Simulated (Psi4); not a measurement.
# MP2/def2-SVPD run of CH5BN2 (SMILES B1NCN1)

Aim: the vertical ionisation energy of CH5BN2 at MP2/def2-SVPD, from 2 runs. 

The calculation is run with Psi4 1.11.

2 further runs of the same task are left out: 2 set aside as unsound or not needed.

## (1) The molecule

CH5BN2: 9 atoms, total charge 0, spin state singlet. SMILES: `B1NCN1`. The coordinates come from a PBE0-D4/def2-TZVP relaxation.

Bond lengths: B1–N2 1.430 Å, N2–C3 1.458 Å, B1–N4 1.430 Å, C3–N4 1.458 Å, B1–H5 1.191 Å, N2–H6 1.003 Å, C3–H7 1.097 Å, C3–H8 1.097 Å, N4–H9 1.003 Å. Some angles: B1–N2–C3 88.7°, N2–B1–N4 92.5°, N2–C3–N4 90.2°, B1–N4–C3 88.7°, B1–N2–H6 135.4°, C3–N2–H6 124.3°, N2–B1–H5 133.7°, N4–B1–H5 133.8°, N2–C3–H7 113.7°, N2–C3–H8 114.4°.

## (2) The energy at MP2/def2-SVPD

ch5bn2.dat

```
memory 1600 MB

molecule geom {
  0 1
  B
  N 1 1.429865
  C 2 1.458491 1 88.65906
  N 1 1.429886 2 92.49982 3 -0.00317
  H 1 1.19141 2 133.74975 3 179.99675
  H 2 1.003273 1 135.44929 5 38.82944
  H 3 1.096509 4 114.36378 1 -116.25874
  H 3 1.096526 7 109.56355 2 -129.34451
  H 4 1.003239 1 135.45086 5 38.80614
  units angstrom
  symmetry c1
  no_reorient
  no_com
}

set basis def2-SVPD
set puream true
set e_convergence 1e-09
set d_convergence 1e-08
set scf_type pk
set num_frozen_docc 4
set mp2_type conv

energy_value = energy('mp2')
```

Run with:

```sh
$ psi4 -n 1 ch5bn2.dat ch5bn2.out
```

ch5bn2.out:

```text
[...]
  Running in c1 symmetry.
[...]
  Nuclear repulsion =  114.597680579446717
[...]
  Multiplicity = 1
[...]
  Nalpha       = 15
  Nbeta        = 15
[...]
    Number of basis functions: 120
[...]
   @RHF iter   1:  -174.15032322102724   -3.53471e-01   3.92204e-03 DIIS/ADIIS
[...]
   @RHF iter  11:  -174.26567847069305   -6.50857e-12   3.09381e-09 DIIS
[...]
    Orbital Energies [Eh]
    ---------------------
    Doubly Occupied:
       1A    -15.536290     2A    -15.536288     3A    -11.293610
       4A     -7.605906     5A     -1.255824     6A     -1.069557
       7A     -0.858861     8A     -0.763906     9A     -0.648174
      10A     -0.610836    11A     -0.574288    12A     -0.562221
      13A     -0.474239    14A     -0.406625    15A     -0.384157
[...]
  @RHF Final Energy:  -174.26567847069305
   => Energetics <=
    Nuclear Repulsion Energy =            114.5976805794467168
    One-Electron Energy =                -462.5651539511346755
    Two-Electron Energy =                 173.7017949009949120
    Total Energy =                       -174.2656784706930466
[...]
 Multipole Moments:
 ------------------------------------------------------------------------------------
     Multipole            Electronic (a.u.)      Nuclear  (a.u.)        Total (a.u.)
 ------------------------------------------------------------------------------------
 L = 1.  Multiply by 2.5417464519 to convert [e a0] to [Debye]
 Dipole X            :          0.0000775           -0.0002457           -0.0001682
 Dipole Y            :          1.1371755           -1.4534210           -0.3162455
 Dipole Z            :         -1.0886687            1.3911938            0.3025252
 Magnitude           :                                                    0.4376445
[...]
	SCS-MP2 Total Energy (a.u.)        :  -174.83599979285498
	SOS-MP2 Total Energy (a.u.)        :  -174.78823253007710
	SCSN-MP2 Total Energy (a.u.)       :  -174.51788961816021
[...]
	SOS-PI-MP2 Total Energy (a.u.)     :  -174.87532487330776
[...]
	MP2 Total Energy (a.u.)            :  -174.84444197518005
[...]
```

It took 19 s on 1 thread of AMD EPYC 7R13 (Zen 3), shared host; peak memory 0.99 GiB.

## (3) The doublet cation

ch5bn2.xyz

```xyz
9
CH5BN2
B     -0.538100     0.903800    -0.424200
N      0.763900     0.350100    -0.630900
C      0.430100    -0.702400     0.322000
N     -0.891500    -0.116200     0.513500
H     -1.109600     1.851900    -0.864600
H      1.686500     0.722000    -0.761500
H      0.420000    -1.707100    -0.117100
H      1.046900    -0.704100     1.228600
H     -1.719800    -0.644400     0.717000
```

run_ase.py

```python
import numpy as np
from ase.calculators.psi4 import Psi4
from ase.io import read

a = read('ch5bn2.xyz')
calc = Psi4(atoms=a, method='mp2', basis='def2-SVPD', memory='1600MB', num_threads=1, charge=1, multiplicity=2, label='psi4-calc', reference='uhf')
calc.psi4.set_options({'puream': True, 'e_convergence': 1e-09, 'd_convergence': 1e-08, 'scf_type': 'pk', 'num_frozen_docc': 4, 'mp2_type': 'conv', 'maxiter': 100})
a.calc = calc

print(f'energy: {a.get_potential_energy():.6f} eV')
```

Run with:

```sh
$ python run_ase.py
```

psi4-calc.dat:

```text
[...]
  Running in c1 symmetry.
[...]
  Nuclear repulsion =  114.597691375538204
[...]
  Multiplicity = 2
[...]
  Nalpha       = 15
  Nbeta        = 14
[...]
    Number of basis functions: 120
[...]
   @UHF iter   1:  -173.79274255240949    4.11038e-03   3.33103e-03 ADIIS/DIIS
[...]
   @UHF iter  19:  -173.89981456508409   -1.78773e-11   9.65106e-09 DIIS
[...]
   @S^2 Observed:                7.729012516E-01
[...]
    Orbital Energies [Eh]
    ---------------------
    Alpha Occupied:
       1A    -15.838857     2A    -15.838845     3A    -11.562569
       4A     -7.882872     5A     -1.557436     6A     -1.369370
       7A     -1.142002     8A     -1.047353     9A     -0.939454
      10A     -0.871505    11A     -0.860362    12A     -0.845805
      13A     -0.730065    14A     -0.716055    15A     -0.705986
    Alpha Virtual:
      16A     -0.075352    17A     -0.069184    18A     -0.043936
      19A     -0.043603    20A      0.004942    21A      0.007712
      22A      0.009358    23A      0.024273    24A      0.054096
      25A      0.067431    26A      0.082262    27A      0.085311
[...]
  @UHF Final Energy:  -173.89981456508409
   => Energetics <=
    Nuclear Repulsion Energy =            114.5976913755382043
    One-Electron Energy =                -454.3468340772438978
    Two-Electron Energy =                 165.8493281366216081
    Total Energy =                       -173.8998145650840854
  UHF NO Occupations:
  HONO-2 :   13  A 1.9974036
  HONO-1 :   14  A 1.9936896
[...]
 Multipole Moments:
 ------------------------------------------------------------------------------------
     Multipole            Electronic (a.u.)      Nuclear  (a.u.)        Total (a.u.)
 ------------------------------------------------------------------------------------
 L = 1.  Multiply by 2.5417464519 to convert [e a0] to [Debye]
 Dipole X            :         -0.6756708            0.9651231            0.2894523
 Dipole Y            :          1.1207968           -1.6008904           -0.4800937
 Dipole Z            :         -0.5207784            0.7440028            0.2232244
 Magnitude           :                                                    0.6034084
[...]
	SCS-MP2 Total Energy (a.u.)        :  -174.45690126701916
	SOS-MP2 Total Energy (a.u.)        :  -174.40931832520920
	SCSN-MP2 Total Energy (a.u.)       :  -174.15105249784068
[...]
	SOS-PI-MP2 Total Energy (a.u.)     :  -174.49423561856338
[...]
	MP2 Total Energy (a.u.)            :  -174.46714985728491
[...]
```

Standard output:

```text
energy: -4747.492963 eV
```

It took 28 s on 1 thread of AMD EPYC 7R13 (Zen 3), shared host; peak memory 1 GiB.

## (4) Results

At MP2/def2-SVPD, 4 core orbitals frozen:

```
                                                                  quantity          value
                                              singlet CH5BN2: total energy  -174.84444 Eh
                       singlet CH5BN2: HOMO energy (Hartree–Fock orbitals)      -10.45 eV
                       singlet CH5BN2: LUMO energy (Hartree–Fock orbitals)        2.30 eV
                     singlet CH5BN2: HOMO–LUMO gap (Hartree–Fock orbitals)       12.75 eV
               singlet CH5BN2: correlation energy (4 core orbitals frozen)     -578.8 mEh
                                              doublet cation: total energy  -174.46715 Eh
doublet cation: HOMO energy (Hartree–Fock orbitals) (highest over α and β)      -14.96 eV
 doublet cation: LUMO energy (Hartree–Fock orbitals) (lowest over α and β)       -8.92 eV
               doublet cation: correlation energy (4 core orbitals frozen)     -567.3 mEh
                         doublet cation: ⟨S²⟩ of the reference determinant          0.773
                        vertical ionisation energy (to the doublet cation)      10.267 eV
```

What this shows: The vertical ionisation energy comes to 10.27 eV (991 kJ/mol).
